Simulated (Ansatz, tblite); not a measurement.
# The cluster Au20−: chosen isomers compared

The task here is to estimate one member of a computed series from the others.

The runs use Ansatz 0.2.0, Gaussian basis; relaxed with PBE-D4/def2-SVP, doublet.

2 further runs of the same task are left out: 2 set aside as unsound or not needed.

### The starting structure

20 atoms, charge -1, spin multiplicity 2.

Atoms are counted from 1 here; the program's logs count them from 0.

Bond lengths: Au1–Au2 2.743 Å, Au1–Au5 2.740 Å, Au1–Au11 2.732 Å, Au2–Au3 2.765 Å, Au2–Au5 2.762 Å, Au2–Au6 2.773 Å, Au2–Au11 2.715 Å, Au2–Au12 2.760 Å, Au3–Au4 2.763 Å, Au3–Au6 2.759 Å, Au3–Au7 2.754 Å, Au3–Au12 2.736 Å, Au3–Au13 2.734 Å, Au4–Au7 2.757 Å, Au4–Au13 2.765 Å, Au5–Au6 2.776 Å, Au5–Au8 2.781 Å, Au5–Au11 2.720 Å and more. Angles: Au2–Au1–Au5 60.5°, Au2–Au1–Au11 59.5°, Au5–Au1–Au11 59.6°, Au1–Au2–Au3 179.4°, Au1–Au2–Au5 59.7°, Au1–Au2–Au6 119.9°, Au1–Au2–Au11 60.1°, Au1–Au2–Au12 121.0°, Au3–Au2–Au5 120.0°, Au3–Au2–Au6 59.8°, Au3–Au2–Au11 120.3°, Au3–Au2–Au12 59.4°, Au5–Au2–Au6 60.2°, Au5–Au2–Au11 59.5°, Au5–Au2–Au12 90.3°, Au6–Au2–Au11 90.0°, Au6–Au2–Au12 59.6°, Au11–Au2–Au12 61.0° and more.

Geometry (Å):

```xyz
20
charge -1, multiplicity 2
Au   -2.9222   -2.9151   -2.9225
Au   -0.9954   -0.9622   -2.9207
Au    0.9678    0.9845   -2.9220
Au    2.9318    2.9278   -2.9192
Au   -0.9869   -2.9299   -0.9830
Au    0.9848   -0.9752   -0.9802
Au    2.9157    0.9719   -0.9757
Au    0.9717   -2.9080    0.9909
Au    2.8868   -1.0041    0.9732
Au    2.9211   -2.9242    2.9307
Au   -2.8957   -0.9925   -0.9815
Au   -0.9452    0.9855   -0.9659
Au    0.9681    2.9027   -0.9733
Au   -0.9742   -0.9942    0.9656
Au    0.9747    0.9616    0.9743
Au    0.9772   -0.9753    2.9198
Au   -2.9185    0.9892    0.9806
Au   -0.9881    2.9384    0.9683
Au   -0.9626    0.9597    2.9411
Au   -2.9277    2.9087    2.9227
```

Au takes a core potential in the def2 sets. No spin-orbit coupling is included. The ion is computed in the gas phase, without counter-ions or solvent.

The isomers as started, chosen beforehand: A: Au20 tetrahedron; B: Au20 flat piece. The structure above is A.

The first run:

Contents of in.yaml:

```yaml
crystal:
  periodic: [false, false, false]
  atoms:
    - {symbol: Au, position_ang: [-2.922200, -2.915100, -2.922500]}
    - {symbol: Au, position_ang: [-0.995400, -0.962200, -2.920700]}
    - {symbol: Au, position_ang: [0.967800, 0.984500, -2.922000]}
    - {symbol: Au, position_ang: [2.931800, 2.927800, -2.919200]}
    - {symbol: Au, position_ang: [-0.986900, -2.929900, -0.983000]}
    - {symbol: Au, position_ang: [0.984800, -0.975200, -0.980200]}
    - {symbol: Au, position_ang: [2.915700, 0.971900, -0.975700]}
    - {symbol: Au, position_ang: [0.971700, -2.908000, 0.990900]}
    - {symbol: Au, position_ang: [2.886800, -1.004100, 0.973200]}
    - {symbol: Au, position_ang: [2.921100, -2.924200, 2.930700]}
    - {symbol: Au, position_ang: [-2.895700, -0.992500, -0.981500]}
    - {symbol: Au, position_ang: [-0.945200, 0.985500, -0.965900]}
    - {symbol: Au, position_ang: [0.968100, 2.902700, -0.973300]}
    - {symbol: Au, position_ang: [-0.974200, -0.994200, 0.965600]}
    - {symbol: Au, position_ang: [0.974700, 0.961600, 0.974300]}
    - {symbol: Au, position_ang: [0.977200, -0.975300, 2.919800]}
    - {symbol: Au, position_ang: [-2.918500, 0.989200, 0.980600]}
    - {symbol: Au, position_ang: [-0.988100, 2.938400, 0.968300]}
    - {symbol: Au, position_ang: [-0.962600, 0.959700, 2.941100]}
    - {symbol: Au, position_ang: [-2.927700, 2.908700, 2.922700]}
basis:
  gaussian: {orbitals: def2-SVP, fitting: {mean_field: def2-universal-jkfit}}
total_charge: -1
magnetization: {spin_polarized: true, initial_magnetization: 1}
hamiltonian: {xc: pbe, dispersion: d4}
scf: {lower_state_search: "off"}
output: {orbitals: {seedname: orbitals}}
relax: {f_tol: 0.03, max_steps: 70}
```

Command:

```
> ansatz run in.yaml --threads 4 --pin off --events-out ev --progress --plain --max-ram 66560MiB --backend cuda --devices 0, --max-vram 37GiB
```

Steps of the session up to this table: Relaxing candidate A; Relaxing candidate B; Candidate B, PBE0-D4/def2-TZVP; Candidate B, PBE-D4/def2-TZVP; Candidate B, r2SCAN-D4/def2-TZVP; Candidate B, LDA/def2-TZVP; Candidate B, PBE-D4/def2-SVP; Candidate B, PBE0-D4/def2-SVP.

One of the session's tables, all rows but one given; the rest of the session is left out.

It belongs to the step «B against A». 

```
              level  B above A (eV)
           GFN1-xTB          +1.915
      LDA/def2-TZVP          +2.525
    PBE-D4/def2-SVP          +2.370
   PBE-D4/def2-TZVP               ?
r2SCAN-D4/def2-TZVP          +2.056
   PBE0-D4/def2-SVP          +2.843
  PBE0-D4/def2-TZVP          +2.768
```

Q: Estimate the row for PBE-D4/def2-TZVP from the others.

As computed: B above A (eV): +2.312. In the column «B above A (eV)» it lies between r2SCAN-D4/def2-TZVP (+2.056) and PBE-D4/def2-SVP (+2.370).

Caveats from the session: Only doublets are compared; another spin may lie lower and prefer another shape.
